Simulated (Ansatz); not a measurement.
Run this with Ansatz 0.2.0 through its Python package and show what comes out.

`field_fh2nsn.py`:
```python
"""Dipole of FH2NSn in the field of point charges."""

import ansatz as az
import numpy as np

BASIS_SET = "def2-SVP"
FUNCTIONAL = "pbe0"


def main() -> None:
    mol = (
        az.Crystal.molecule()
        .atom("N", [-0.6878, 0.5717, -0.3355])
        .atom("Sn", [0.0037, -0.3588, 1.3093])
        .atom("F", [1.5476, -1.3777, 0.793])
        .atom("H", [0.1143, 1.2162, -0.7265])
        .atom("H", [-0.9279, -0.125, -1.0818])
    )

    calculation = (
        mol.calculation()
        .basis(gaussian=BASIS_SET)
        .functional(FUNCTIONAL)
        .scf(lower_state_search="standard")
        .forces()
    )
    # charges +q and -q at -R and +R make a nearly even field 2 k q / R^2 at the centre
    centre = np.mean([site.position_ang for site in mol.cartesian_sites], axis=0)
    field = 2 * 14.399645 * 2.0 / 30.0 ** 2


    def dipole(axis, sign):
        arm = 30.0 * np.eye(3)[axis]
        pair = [{"charge": sign * 2.0, "position_ang": (centre - arm).tolist()}, {"charge": -sign * 2.0, "position_ang": (centre + arm).tolist()}]
        deck = calculation.input().set(az.key.basis.gaussian.point_charges, pair)
        return np.array(az.Session.from_dict(deck).plan().execute().report["charge_distribution"]["dipole_moment_e_ang"])


    print(f"field {field:.4f} V/A")
    alpha = np.array([(dipole(axis, 1) - dipole(axis, -1)) / (2 * field) * 14.399645 for axis in range(3)])
    print("polarisability tensor (A^3)")
    print(np.array2string(alpha, precision=3, suppress_small=True))
    print(f"mean {np.trace(alpha) / 3:.3f} A^3 = {np.trace(alpha) / 3 / 0.14818471:.2f} bohr^3")


if __name__ == "__main__":
    main()
```

```console
$ python field_fh2nsn.py
field 0.0640 V/A
polarisability tensor (A^3)
[[ 5.745 -0.136  0.547]
 [-0.131  6.028 -0.727]
 [ 0.551 -0.723  6.699]]
mean 6.157 A^3 = 41.55 bohr^3
```

Caveats:
- The settings weren't tested for convergence.
- The geometry is a force-field or estimated start, not a minimum of this method, and the basis set is short of its limit. The field of two point charges is only nearly even.
- def2 sets replace the cores of elements past krypton by effective core potentials.
- Without diffuse functions polarisabilities are unreliable, as a rule too low, and they change with the bond lengths of this unrelaxed start.
- Run time: 13 s on 1 thread of Arm Neoverse V1, with other jobs on the host, peak memory 0.19 GiB.

(Lines on the test bed's own set-up are left out of the output.)
